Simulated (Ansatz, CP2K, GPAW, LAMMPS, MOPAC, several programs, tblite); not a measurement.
What each method gives for CdSe (zincblende)

CdSe in the zincblende structure, relaxed with r2SCAN in Ansatz, was computed with several methods. It is cubic, F-43m (No. 216); conventional cell a = 6.136 Å, 28.87 Å³ an atom. Around Cd lie 4 Se at 2.66 Å; around Se lie 4 Cd at 2.66 Å. Spin-unpolarised throughout; all numbers are computed.

```
Cd Se
1.0
     0.00000    3.06778    3.06778
     3.06778    0.00000    3.06778
     3.06778    3.06778    0.00000
Cd Se
1 1
Direct
  0.00000 0.00000 0.00000
  0.25000 0.25000 0.25000
```

Gaps and times are for a single point on this cell; volume and bulk modulus come from each method's own relaxation or energy curve at fixed shape. Times are rough, from shared hosts (Arm Neoverse V2), and each method has its own mesh and cell size. A dagger marks a closed or tiny gap in a crystal that DFT finds insulating: a failure of the method or a wrong SCF state. PM6 (MOPAC), PM7 (MOPAC), GFN1-xTB (tblite), GFN2-xTB (tblite) treat a cluster of cells at its zone centre, which samples few k points: where these miss a band edge, the gap comes out too large for that reason alone. Gaps from k meshes are read at a limited set of points (mesh, symmetry points, PBE's band edges), so each method's own least gap may be somewhat smaller. Force fields have no electrons; where one was fitted to this phase, its volume and modulus reflect the fit. xTB and the PM methods were fitted mostly to molecules, and can miss a solid's gap by electronvolts. Minimal bases can be far off for gaps. GLLB-SC's gap includes the derivative discontinuity. d marks a direct gap, i an indirect one (no mark: not told apart), a dash a value that wasn't computed or didn't pass its checks.

| method | kind | gap (eV) | own volume (Å³/atom) | bulk modulus (GPa) | atoms computed | processor time |
| --- | --- | --- | --- | --- | --- | --- |
| CdTeZnSeHgS0.sw (LAMMPS) | force field | – | 27.68 | 54 | 2 | 0.1 s |
| CdTeSe.bop.table (LAMMPS) | force field | – | 27.60 | 56 | 2 | 0.11 s |
| light PBE (260 eV and a coarse mesh) | light plane-wave | 0.55 d | – | – | 2 | 0.99 s |
| PM7 (MOPAC) | semi-empirical | 4.25 | 31.30 | 99 | 64 | 1.9 s |
| GFN1-xTB (tblite) | tight binding | 0.00† | 29.72 | 38 | 64 | 2.2 s |
| PBE | semilocal | 0.56 d | 29.74 | 45 | 2 | 3.4 s |
| GFN2-xTB (tblite) | tight binding | 2.70 | 31.15 | 22 | 64 | 3.6 s |
| PBE/single zeta (GPAW) | small basis | 0.61 d | – | – | 2 | 4.5 s |
| PBE/SZV (CP2K) | small basis | 0.79 d | 31.39 | 44 | 2 | 4.8 s |
| r2SCAN | semilocal | 1.04 d | 28.87 | 52 | 2 | 8.8 s |
| PM6 (MOPAC) | semi-empirical | 2.36 | – | – | 64 | 9 s |
| GLLB-SC (GPAW) | model potential | 1.39 | – | – | 2 | 11 s |
| PBE/DZVP (CP2K) | small basis | 0.55 d | 30.22 | 44 | 2 | 13 s |

Against r2SCAN (1.04 eV) and with closed or daggered gaps left aside, the nearest gap at the points sampled is that of PBE/SZV (CP2K) (-0.25 eV) and the farthest that of PM7 (MOPAC) (+3.21 eV). r2SCAN is only a yardstick of convenience: semilocal gaps usually lie below measured ones, which GLLB-SC and hybrids aim to mend.

Volumes against r2SCAN's: CdTeZnSeHgS0.sw (LAMMPS) -4.1 %, CdTeSe.bop.table (LAMMPS) -4.4 %, PM7 (MOPAC) +8.4 %, GFN1-xTB (tblite) +2.9 %, PBE +3.0 %, GFN2-xTB (tblite) +7.9 %, PBE/SZV (CP2K) +8.7 %, PBE/DZVP (CP2K) +4.7 %.

The runs are scalar-relativistic, without spin-orbit coupling.
